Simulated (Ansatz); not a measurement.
# NiMoIrPdW in Ansatz: the effect of functional

NiMoIrPdW:

```
CELL_PARAMETERS angstrom
2.76616 0.00000 0.00000
-1.38308 2.39557 0.00000
0.00000 0.00000 11.02292
ATOMIC_POSITIONS crystal
Ni 0.33333 0.66667 0.59712
Mo 0.00000 0.00000 0.41074
Pd 0.66667 0.33333 0.79520
Ir 0.66667 0.33333 0.19960
W 0.33333 0.66667 0.99734
```

The cell was built by a generator and needn't be a form met in nature.

Alike in all runs:

| Quantity | Value |
| --- | --- |
| Program | Ansatz 0.2.0 |
| Task | band structure |
| Potentials or basis | all-electron LAPW, scalar-relativistic |
| Cutoff | 259 eV |
| Density cutoff | 1037 eV |
| Basis error allowed | 0.002 eV/atom |
| k mesh | 8 × 8 × 2 |
| Occupations | fermi-dirac, width 0.05 eV |
| Spin | collinear spin, ferromagnetic start |
| Starting moments | [1.0, 1.0, 0.0, 0.6, 0.0] μB |

Task: One run gave: pressure -14.2 GPa; largest force 0.13 eV/Å. Which functional did it use?
A. RPBE
B. LDA
C. BLYP

Result: B.

```tsv
functional	pressure (GPa)	largest force (eV/Å)
BLYP	11.5	0.20
LDA	-14.2	0.13
RPBE	4.4	0.08
```

Caveats: the k mesh is thin for a metal, which can move the energy by tens of meV per atom.

Not every run made on this cell is shown here.
